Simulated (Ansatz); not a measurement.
# MnHg: response to a displaced atom

Aim: deform MnHg (atom 1 (Mn) moved by (0.000, 0.000, 0.080) Å) and compute stress, forces and field gradients with LAPW, PAW and all-electron datasets made for the crystal.

Program: Ansatz 0.2.0. Level of theory: DFT PBE, scalar-relativistic. These are calculated values, not measurements.

## Step 1: The structure to begin with

Symmetry: Pm-3m, No. 221, cubic system. Conventional cell: a = 3.315 Å, b = 3.315 Å, c = 3.315 Å, α = 90.00°, β = 90.00°, γ = 90.00°. Mn (site symmetry m-3m) has 8 Hg at 2.87 Å as nearest neighbours. Hg (site symmetry m-3m) has 8 Mn at 2.87 Å as nearest neighbours.

Coordinates:

```
Mn Hg
1.0
     3.31500    0.00000    0.00000
     0.00000    3.31500    0.00000
     0.00000    0.00000    3.31500
Mn Hg
1 1
Direct
  0.50000 0.50000 0.50000
  0.00000 0.00000 0.00000
```

Atoms are numbered in the order of the input: Mn1, Hg2.

## Step 2: The deformed structure

Space group Pm-3m before, P4mm after.

## Step 3: All-electron LAPW

Input file input.yaml:

```yaml
crystal:
  lattice:
    - [3.315, 0.0, 0.0]
    - [0.0, 3.315, 0.0]
    - [0.0, 0.0, 3.315]
  atoms:
    - { symbol: Mn, position: [0.5, 0.5, 0.52413273], spin: 4.0 }
    - { symbol: Hg, position: [0.0, 0.0, 0.0] }
magnetization:
  spin_polarized: true
kpoints:
  mp_grid: { grid: [11, 11, 11] }
scf:
  occupations: { method: fermi_dirac, width: 0.08 }
hamiltonian:
  xc: pbe
  pseudopotentials: { kind: all_electron, lapw: { basis_error: 0.00025 } }
output:
  forces: true
  stress: true
  eigenvalues: true
```

## Step 4: PAW with frozen cores

Changes to input.yaml since step 3:

```diff
@@ -16,3 +16,3 @@
   xc: pbe
-  pseudopotentials: { kind: all_electron, lapw: { basis_error: 0.00025 } }
+  pseudopotentials: { kind: paw }
 output:
@@ -21 +21,2 @@
   eigenvalues: true
+  efg: { contact_densities: true }
```

## Step 5: All-electron PAW on datasets made for the crystal

Changes to input.yaml since step 4:

```diff
@@ -16,3 +16,3 @@
   xc: pbe
-  pseudopotentials: { kind: paw }
+  pseudopotentials: { kind: all_electron, datasets: crystal }
 output:
```

(Steps that only read results are left out.)

**Question.** What will these runs give? Wanted: pressure; largest shear or deviatoric stress; force on Mn1 along the move.

As calculated:

```
                                 quantity                                           value
                                 pressure  LAPW 0.72, PAW 0.71, crystal datasets 0.72 GPa
largest shear or deviatoric stress (LAPW)                                        0.13 GPa
              force on Mn1 along the move                                     -0.254 eV/Å
```

What this shows: The force on Mn1 points against the move, a stiffness of 3.17 eV/Å² with all periodic images moving together. No run of the undeformed cell stands beside it, so the pressure holds what the given cell had before the change. PAW: stress within 0.02 GPa of LAPW, forces within 1 meV/Å. Crystal datasets: stress within 0.01 GPa of LAPW, forces within 1 meV/Å. Other magnetic orders may lie lower; this is the state that the run reached. Spin-orbit coupling is left out, though the cell holds Hg; in elements this heavy it can shift bands and gaps by tenths of an eV. With one magnetic atom in the cell only ferromagnetic order fits; the real order can differ.
